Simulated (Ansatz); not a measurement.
# C₂H₂ClGe radical: one species, many methods

The task here is to estimate one member of a computed series from the others.

The runs use Ansatz 0.2.0, Gaussian basis; functionals in def2-TZVPP, the program's frozen cores in correlated methods.

Plan: LDA (SPW92), PBE-D4, revPBE-D4, BLYP-D4, r2SCAN-D4, B97M-V, PBE0-D4, B3LYP-D4, r2SCANh-D4, r2SCAN0-D4, HSE06-D4, BHLYP-D4, CAM-B3LYP-D4, LC-ωPBE, ωB97X-V, ωB97M-V, B2PLYP, PBE-QIDH; CCSD(T)/def2-SVP; CCSD(T)/def2-TZVPP; MP2/def2-QZVPP; extrapolation to the limit; RPA on PBE.

## The geometry

The geometry comes from an earlier relaxation with PBE0-D4 in a triple-zeta def2 set; it is a stationary point.

SMILES `[C]#[C][GeH2][Cl]`, 6 atoms, charge 0, spin multiplicity 2.

Atoms are counted from 1 here; the program's logs count them from 0.

Bond lengths: C1–C2 1.211 Å, C2–Ge3 1.897 Å, Ge3–Cl4 2.146 Å, Ge3–H5 1.529 Å, Ge3–H6 1.529 Å. Angles: C1–C2–Ge3 178.1°, C2–Ge3–Cl4 107.6°, C2–Ge3–H5 109.7°, C2–Ge3–H6 109.7°, Cl4–Ge3–H5 107.8°, Cl4–Ge3–H6 107.8°, H5–Ge3–H6 114.0°.

Geometry (Å):

| atom | x (Å) | y (Å) | z (Å) |
| --- | --- | --- | --- |
| C1 | 0.7046 | -2.2307 | 1.0523 |
| C2 | 0.4034 | -1.1659 | 0.5607 |
| Ge3 | -0.0125 | 0.5250 | -0.1909 |
| Cl4 | -1.9550 | 0.3747 | -1.0895 |
| H5 | 0.9904 | 0.8574 | -1.2956 |
| H6 | -0.0888 | 1.5755 | 0.9169 |

The first run:

Contents of in.yaml:

```yaml
crystal:
  periodic: [false, false, false]
  atoms:
    - {symbol: C, position_ang: [0.704602, -2.230657, 1.052315]}
    - {symbol: C, position_ang: [0.403414, -1.165889, 0.560656]}
    - {symbol: Ge, position_ang: [-0.012462, 0.525018, -0.190877]}
    - {symbol: Cl, position_ang: [-1.955038, 0.374722, -1.089535]}
    - {symbol: H, position_ang: [0.990382, 0.857407, -1.295569]}
    - {symbol: H, position_ang: [-0.088798, 1.575499, 0.916910]}
basis:
  gaussian: {orbitals: def2-TZVPP}
magnetization: {spin_polarized: true, initial_magnetization: 1}
hamiltonian: {xc: lda}
output: {orbitals: {seedname: orbitals}}
```

Launch:

```
$ ansatz run in.yaml --threads 4 --pin off --events-out ev --progress --plain --max-ram 10444MiB
```

Steps of the session up to this table: LDA; PBE-D4 (GGA); revPBE-D4 (GGA); BLYP-D4 (GGA); r2SCAN-D4 (meta-GGA); B97M-V (meta-GGA); B3LYP-D4 (hybrid); r2SCANh-D4 (hybrid); r2SCAN0-D4 (hybrid); HSE06-D4 (hybrid); BHLYP-D4 (hybrid); CAM-B3LYP-D4 (range-separated); LC-ωPBE (range-separated); ωB97X-V (range-separated); ωB97M-V (range-separated); B2PLYP (double hybrid); PBE-QIDH (double hybrid).

One table of the session follows, with a row left open; its other results are not shown here.

It belongs to the step «Frontier levels by functional». 

| functional | HOMO (eV) | LUMO (eV) | gap (eV) |
| --- | --- | --- | --- |
| LDA (SPW92) | -7.43 | -6.85 | 0.58 |
| PBE-D4 | ? | ? | ? |
| revPBE-D4 | -7.27 | -6.13 | 1.14 |
| BLYP-D4 | -7.16 | -6.43 | 0.73 |
| r2SCAN-D4 | -7.58 | -5.54 | 2.04 |
| B97M-V | -7.58 | -6.11 | 1.47 |
| PBE0-D4 | -8.58 | -4.96 | 3.62 |
| B3LYP-D4 | -8.34 | -5.58 | 2.76 |
| r2SCANh-D4 | -8.04 | -5.09 | 2.95 |
| r2SCAN0-D4 | -8.74 | -4.42 | 4.32 |
| HSE06-D4 | -8.18 | -5.36 | 2.81 |
| BHLYP-D4 | -9.68 | -3.90 | 5.77 |
| CAM-B3LYP-D4 | -9.95 | -4.06 | 5.89 |
| LC-ωPBE | -11.39 | -2.24 | 9.15 |
| ωB97X-V | -10.99 | -3.14 | 7.85 |
| ωB97M-V | -10.81 | -3.15 | 7.66 |

Estimate the missing values for PBE-D4.

As computed: HOMO (eV): -7.32; LUMO (eV): -6.31; gap (eV): 1.02. In the column «HOMO (eV)» it lies between LDA (SPW92) (-7.43) and revPBE-D4 (-7.27).
